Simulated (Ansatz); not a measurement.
**CH₇FOSi₂: basis-set convergence**

Aim: see how fast density functionals converge with the basis set for CH₇FOSi₂.

Computed with Ansatz 0.2.0, Gaussian basis. Level: one geometry, several basis sets.

The runs, in order: PBE0-D4/def2-SVP; ωB97M-V/def2-SVP; PBE0-D4/def2-QZVPP; ωB97M-V/def2-QZVPP; the functionals' def2-TZVPP values are taken from earlier runs.

### 1 The geometry

An earlier PBE0-D4 in a triple-zeta def2 set relaxation fixed the geometry.

SMILES `C[SiH2]O[SiH2]F`, 12 atoms, charge 0, spin multiplicity 1.

Atoms are counted from 1 here; the program's logs count them from 0.

Bond lengths: C1–Si2 1.856 Å, C1–H6 1.092 Å, C1–H7 1.093 Å, C1–H8 1.093 Å, Si2–O3 1.648 Å, Si2–H9 1.489 Å, Si2–H10 1.485 Å, O3–Si4 1.614 Å, Si4–F5 1.597 Å, Si4–H11 1.477 Å, Si4–H12 1.480 Å. Angles: Si2–C1–H6 110.9°, Si2–C1–H7 110.8°, Si2–C1–H8 110.4°, H6–C1–H7 108.2°, H6–C1–H8 108.2°, H7–C1–H8 108.2°, C1–Si2–O3 110.3°, C1–Si2–H9 110.6°, C1–Si2–H10 111.2°, O3–Si2–H9 108.7°, O3–Si2–H10 106.9°, H9–Si2–H10 109.0°, Si2–O3–Si4 146.6°, O3–Si4–F5 109.5°, O3–Si4–H11 108.9°, O3–Si4–H12 110.8°, F5–Si4–H11 107.6°, F5–Si4–H12 106.8° and more.

### 2 PBE0-D4 in def2-SVP

The input, in.yaml:

```yaml
crystal:
  periodic: [false, false, false]
  atoms:
    - {symbol: C, position_ang: [-1.892204, 0.261349, -0.261423]}
    - {symbol: Si, position_ang: [-0.468528, -0.868105, -0.640479]}
    - {symbol: O, position_ang: [0.777603, -0.587158, 0.400630]}
    - {symbol: Si, position_ang: [2.008658, 0.377376, 0.798631]}
    - {symbol: F, position_ang: [1.472636, 1.867061, 1.009531]}
    - {symbol: H, position_ang: [-2.253157, 0.105498, 0.757811]}
    - {symbol: H, position_ang: [-1.595285, 1.307928, -0.362912]}
    - {symbol: H, position_ang: [-2.721269, 0.073246, -0.949133]}
    - {symbol: H, position_ang: [0.014702, -0.653608, -2.032118]}
    - {symbol: H, position_ang: [-0.853654, -2.292454, -0.476965]}
    - {symbol: H, position_ang: [2.579233, -0.078628, 2.082096]}
    - {symbol: H, position_ang: [3.008265, 0.432395, -0.291568]}
basis:
  gaussian: {orbitals: def2-SVP}
hamiltonian: {xc: pbe0, dispersion: d4}
output: {orbitals: {seedname: orbitals}}
```

Further steps of the session: ωB97M-V in def2-SVP; PBE0-D4 in def2-QZVPP; ωB97M-V in def2-QZVPP.

**Question.** What will the summary of the whole plan be? Wanted: PBE0-D4: double and triple zeta above quadruple; ωB97M-V: double and triple zeta above quadruple.

As calculated:

```
                                       quantity           value
PBE0-D4: double and triple zeta above quadruple  14.11, 0.91 eV
ωB97M-V: double and triple zeta above quadruple  14.28, 0.84 eV
```

In words: For PBE0-D4 the step from double to triple zeta gains 13.20 eV and the next only 0.91 eV. Total energies overstate the basis error of differences, where much of it tends to cancel. The LUMO of ωB97M-V is positive and keeps falling with the basis (2.93 to 1.59 eV): an unbound level that the basis holds in place.
